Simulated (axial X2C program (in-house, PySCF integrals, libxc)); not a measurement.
# VSi⁻: properties at the nuclei

Wanted for VSi⁻: properties at the nuclei, at the two-component level.

Program: an in-house X2C program for linear molecules on PySCF integrals. Level of theory: two-component X2C with atomic mean-field terms, V dyall-acv3z, Si dyall-av3z. These are calculated values, not measurements.

## (1) Set-up

task.json

```json
{"zs": [23, 14], "q": -1, "bas": ["dyall-acv3z", "dyall-av3z"], "r0": 2.5, "levels": ["PBE0", "HF", "PBE50", "TPSSh", "r2SCAN"], "nst": 3}
```

Keys: zs atomic numbers; q charge; bas basis sets; r0 starting distance in Å; levels methods (HF also brings MP2); nst determinants followed.

Started as:

```sh
python soeom.py task.json out
```

The runs that follow: Expectation values, lowest determinant; Expectation values, a higher determinant; Expectation values, a higher determinant.

Q: Predict the outcome of this session. Wanted: lowest determinant; Eeff magnitude; Ws magnitude V; A∥/gI V; qzz V; higher determinant (for each run or level that gives them).

The runs gave:

| quantity | value |
| --- | --- |
| lowest determinant | Ω = 1 (excess of +ω over −ω: ω = -1/2, ω = 3/2) |
| Eeff magnitude (GV/cm), PBE0 | 0.452 |
| Ws magnitude V (kHz), PBE0 | 0.168 |
| A∥/gI V (MHz), PBE0 | 267 |
| qzz V (a.u.), PBE0 | -1.08 |
| higher determinant | Ω = 3 (excess of +ω over −ω: ω = 1/2, ω = 5/2) |
| Eeff magnitude (GV/cm), PBE0, higher determinant | 0.451 |
| Ws magnitude V (kHz), PBE0, higher determinant | 0.0561 |
| A∥/gI V (MHz), PBE0, higher determinant | 206 |
| qzz V (a.u.), PBE0, higher determinant | -1.09 |
| higher determinant | Ω = 1 (excess of +ω over −ω: ω = -3/2, ω = 5/2) |
| Eeff magnitude (GV/cm), PBE0, higher determinant | 0.426 |
| Ws magnitude V (kHz), PBE0, higher determinant | 0.15 |
| A∥/gI V (MHz), PBE0, higher determinant | 33.3 |
| qzz V (a.u.), PBE0, higher determinant | 0.85 |

In words: In the first state, the effective field runs from 0.436 to 0.618 GV/cm over the mean-field levels. The expectation values come from single determinants, which for open shells can mix terms of unlike spin or miss the lowest Ω, so a determinant need not be a state. Eeff is the effective electric field on the electron dipole moment in this Ω state and Ws the scalar–pseudoscalar constant (defined with the proton number Z and per Ω); A∥ is the parallel hyperfine constant, which follows by multiplying with the nuclear g factor gI = μI/(I μN); qzz is the electric field gradient, eQq0 = 234.96 MHz × Q/barn × qzz. The operators were transformed with the bare-nucleus X2C matrices. A second determinant lies within 0.1 eV of the first, so their order is not settled at this level.
